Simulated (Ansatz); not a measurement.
# One shape, several levels: B3H3O3 (SMILES B1OBOBO1)

We compute a comparison of 6 runs (HF/6-31G*, BHLYP/6-31G*, HSE06/6-31G*, PBE-QIDH/6-31G*, PBE0/6-31G*, CCSD/6-31G*) of B3H3O3. 

The results are computed with Ansatz 0.2.0.

53 further runs of the same task are left out: 3 that didn't finish, 50 set aside as unsound or not needed.

## 1. The system as given

B3H3O3 has 9 atoms, charge 0, and is taken as a singlet. SMILES: `B1OBOBO1`. The B5–H9 distance was set to 1.786 Å, away from the relaxed value. At this shape a bond of the SMILES string is far longer than usual.

Bond lengths: B1–O2 1.372 Å, O2–B3 1.372 Å, B3–O4 1.372 Å, O4–B5 1.372 Å, B1–O6 1.372 Å, B5–O6 1.372 Å, B1–H7 1.190 Å, B3–H8 1.190 Å. Angles: B1–O2–B3 120.3°, O2–B1–O6 119.7°, O2–B3–O4 119.7°, B3–O4–B5 120.3°, O4–B5–O6 119.7°, B1–O6–B5 120.3°, O2–B1–H7 120.2°, O6–B1–H7 120.2°, O2–B3–H8 120.2°, O4–B3–H8 120.2°. A long bond or contact: B5–H9 1.786 Å.

## 2. The energy at HF/6-31G(d) (spherical functions) (run 1)

Contents of input.yaml:

```yaml
crystal:
  periodic: [false, false, false]
  atoms:
    - {symbol: B, position_ang: [1.567835, -0.341975, -0.696285]}
    - {symbol: O, position_ang: [0.879035, -1.511275, -0.896385]}
    - {symbol: B, position_ang: [-0.420665, -1.630475, -0.473885]}
    - {symbol: O, position_ang: [-1.031165, -0.573175, 0.151615]}
    - {symbol: B, position_ang: [-0.348565, 0.599125, 0.355315]}
    - {symbol: O, position_ang: [0.950835, 0.711125, -0.069985]}
    - {symbol: H, position_ang: [2.695535, -0.241575, -1.064185]}
    - {symbol: H, position_ang: [-1.015665, -2.646475, -0.649085]}
    - {symbol: H, position_ang: [-1.147300, 1.972500, 1.170100]}
basis:
  gaussian: {orbitals: 6-31G_st_-spherical.json}
accuracy: high
output: {orbitals: {seedname: orbitals}}
hamiltonian: {xc: hf}
```

The basis set 6-31G* is read from a file made from the Basis Set Exchange's data (not shown).

On the command line:

```console
$ ansatz run input.yaml --threads 1 --pin off --max-ram 3480MiB --events-out events.jsonl --progress --plain --runs-dir runs
```

What it wrote:

```text
Warning: RAYON_NUM_THREADS=1 ignored (pool sized by the plan → 1); use --threads N
Functional definition: HF
  name "HF"
  exchange = exact_x
  correlation = 0
2129 factors; integrals over basis functions are off by at most 3.0e-9 eV
mean field evaluation 1: about -8175.7801 eV, gradient 4.5e1 eV
mean field evaluation 2: about -8175.8600 eV, gradient 4.6e1 eV
mean field evaluation 4: about -8180.1760 eV, gradient 3.5e0 eV
mean field evaluation 8: about -8180.2282 eV, gradient 1.2e-1 eV
mean field -8180.22822514 eV, -300.6178425161 hartree, gradient 2.9e-8 eV, S^2 0.000000; 0 other end points of the search recorded, 0 dependent functions left out
reference -8180.22822514 eV, -300.6178425161 hartree; 21, 21 occupied and 69, 69 virtual orbitals, 2129 factors
Total energy: -8180.22822514 eV, -300.6178425161 hartree
```

Wall time 2.9 s (1 thread of Arm Neoverse V1, shared host); peak memory 0.26 GiB.

## 3. The energy at BHLYP/6-31G(d) (spherical functions) (run 2)

Contents of job.yaml:

```yaml
crystal:
  periodic: [false, false, false]
  atoms:
    - {symbol: B, position_ang: [1.567835, -0.341975, -0.696285]}
    - {symbol: O, position_ang: [0.879035, -1.511275, -0.896385]}
    - {symbol: B, position_ang: [-0.420665, -1.630475, -0.473885]}
    - {symbol: O, position_ang: [-1.031165, -0.573175, 0.151615]}
    - {symbol: B, position_ang: [-0.348565, 0.599125, 0.355315]}
    - {symbol: O, position_ang: [0.950835, 0.711125, -0.069985]}
    - {symbol: H, position_ang: [2.695535, -0.241575, -1.064185]}
    - {symbol: H, position_ang: [-1.015665, -2.646475, -0.649085]}
    - {symbol: H, position_ang: [-1.147300, 1.972500, 1.170100]}
basis:
  gaussian:
    orbitals: 6-31G_st_-spherical.json
hamiltonian:
  xc: {name: BHLYP}
accuracy: high
output: {orbitals: {seedname: orbitals}}
```

The basis set 6-31G* is read from a file made from the Basis Set Exchange's data (not shown).

On the command line:

```console
$ ansatz run job.yaml --threads 1 --pin off --max-ram 3480MiB --events-out events.jsonl --progress --plain --runs-dir runs
```

What it wrote:

```text
Warning: RAYON_NUM_THREADS=1 ignored (pool sized by the plan → 1); use --threads N
Functional definition: BHLYP
  name "BHLYP"
  parameter a = 0.5
  exchange = (1 - a)*b88_x + a*exact_x
  correlation = lyp_c
2129 factors; integrals over basis functions are off by at most 3.0e-9 eV
mean field evaluation 1: about -8215.0584 eV, gradient 5.6e1 eV
mean field evaluation 2: about -8214.4951 eV, gradient 6.0e1 eV
mean field evaluation 4: about -8220.4076 eV, gradient 3.0e-1 eV
mean field evaluation 8: about -8220.4660 eV, gradient 3.7e-2 eV
mean field evaluation 16: about -8220.4660 eV, gradient 3.2e-6 eV
mean field -8220.46601317 eV, -302.0965539519 hartree, gradient 5.3e-8 eV, S^2 0.000000; 0 other end points of the search recorded, 0 dependent functions left out
reference -8220.46603986 eV, -302.0965549327 hartree; 21, 21 occupied and 69, 69 virtual orbitals, 2129 factors
Total energy: -8220.46603986 eV, -302.0965549327 hartree
```

Run time: 9 s. Hardware: 1 thread of Arm Neoverse V1, shared host; peak memory 0.31 GiB.

Run 3 isn't shown in full; the table further down has it.

## 4. A single-point energy at PBE-QIDH/6-31G(d) (spherical functions) (run 4)

Edit job.yaml of step 3 so:

```diff
@@ -16,4 +16,7 @@
 hamiltonian:
-  xc: {name: BHLYP}
+  xc: {name: PBE-QIDH}
+correlation:
+  frozen_orbitals: {B: 1, H: 0, O: 1}
 accuracy: high
-output: {orbitals: {seedname: orbitals}}
+output:
+  orbitals: {seedname: orbitals}
```

The basis set 6-31G* is read from a file made from the Basis Set Exchange's data (not shown).

On the command line:

```console
$ ansatz run job.yaml --threads 1 --pin off --max-ram 3480MiB --events-out events.jsonl --progress --plain --runs-dir runs
```

What it wrote, shortened:

```text
Warning: RAYON_NUM_THREADS=1 ignored (pool sized by the plan → 1); use --threads N
Functional definition: PBE-QIDH
  name "PBE-QIDH"
[...]
2129 factors; integrals over basis functions are off by at most 3.0e-9 eV
[...]
mean field -8203.73877572 eV, -301.4818393139 hartree, gradient 4.9e-8 eV, S^2 0.000000; 0 other end points of the search recorded, 0 dependent functions left out
6 core orbitals not correlated: weight in the atoms' cores, before any rotation towards them, 1.000 or more for the frozen orbitals, at most 0.000 for the correlated occupied ones
reference -8203.73877661 eV, -301.4818393465 hartree; 15, 15 occupied and 69, 69 virtual orbitals, 2129 factors
second order -22.76735933 eV of doubles, -0.00000000 eV of singles
Total energy: -8211.32789639 eV, -301.7607343542 hartree
```

Run time: 12 s. Hardware: 1 thread of Arm Neoverse V1, shared host; peak memory 0.31 GiB.

Run 5 isn't shown in full; the table further down has it.

## 5. The energy at CCSD/6-31G(d) (spherical functions) (run 6)

Edit input.yaml of step 2 so:

```diff
@@ -13,5 +13,9 @@
 basis:
-  gaussian: {orbitals: 6-31G_st_-spherical.json}
+  gaussian:
+    orbitals: 6-31G_st_-spherical.json
+correlation:
+  method: ccsd
+  frozen_orbitals: {B: 1, H: 0, O: 1}
 accuracy: high
-output: {orbitals: {seedname: orbitals}}
-hamiltonian: {xc: hf}
+scf:
+  omitted_lower_state_checks: [cluster_reference, increment]
```

The basis set 6-31G* is read from a file made from the Basis Set Exchange's data (not shown).

On the command line:

```console
$ ansatz run input.yaml --threads 1 --pin off --max-ram 3480MiB --events-out events.jsonl --progress --plain --runs-dir runs
```

What it wrote, shortened:

```text
Warning: RAYON_NUM_THREADS=1 ignored (pool sized by the plan → 1); use --threads N
Functional definition: HF
  name "HF"
[...]
2129 factors; integrals over basis functions are off by at most 3.0e-9 eV
[...]
mean field -8180.22822514 eV, -300.6178425161 hartree, gradient 2.9e-8 eV, S^2 0.000000; 0 other end points of the search recorded, 0 dependent functions left out
6 core orbitals not correlated: weight in the atoms' cores, before any rotation towards them, 1.000 or more for the frozen orbitals, at most 0.000 for the correlated occupied ones
reference -8180.22822514 eV, -300.6178425161 hartree; 15, 15 occupied and 69, 69 virtual orbitals, 2129 factors
second order -19.97698241 eV of doubles, -0.00000000 eV of singles
cycle   1  -20.11264150 eV  change   -1.4e-1 eV  update   1.2e-1
[...]
cycle  21  -20.86266266 eV  change  -7.8e-10 eV  update  5.6e-10
Total energy: -8201.09088780 eV, -301.3845312276 hartree
Checks for a lower state left out: cluster_reference, increment
```

Run time: 23 s. Hardware: 1 thread of Arm Neoverse V1, shared host; peak memory 0.6 GiB.

## 6. Overview of the runs

```csv
run,level,frozen core orbitals,energy (Eh),HOMO energy (eV),LUMO energy (eV),HOMO–LUMO gap (eV),wall time
1,HF/6-31G* (spherical functions),–,-300.617843,-11.38,3.65,15.03,2.9 s
2,BHLYP/6-31G* (spherical functions),–,-302.096555,-9.54,0.74,10.28,9 s
3,HSE06/6-31G* (spherical functions),–,-301.870125,-7.97,-0.89,7.08,9.9 s
4,PBE-QIDH/6-31G* (spherical functions),6,-301.760734,-10.40,1.73,12.13,12 s
5,PBE0/6-31G* (spherical functions),–,-301.884913,-8.37,-0.50,7.87,9.3 s
6,CCSD/6-31G* (spherical functions),6,-301.384531,–,–,–,23 s
```

## 7. Summary of results

| quantity | value |
| --- | --- |
| run 6: total energy | -301.38453 Eh |
| run 6: correlation energy (6 core orbitals frozen) | -766.7 mEh |
| run 6: T1 diagnostic | 0.017 |

What this shows: Over runs 1, 2, 3, 4, 5 the HOMO–LUMO gap runs from 7.08 eV (HSE06/6-31G*) to 15.03 eV (HF/6-31G*). Exact exchange widens orbital gaps. Totals of different functionals can't be ranked against each other. All runs together took 67 s, the longest 23 s.
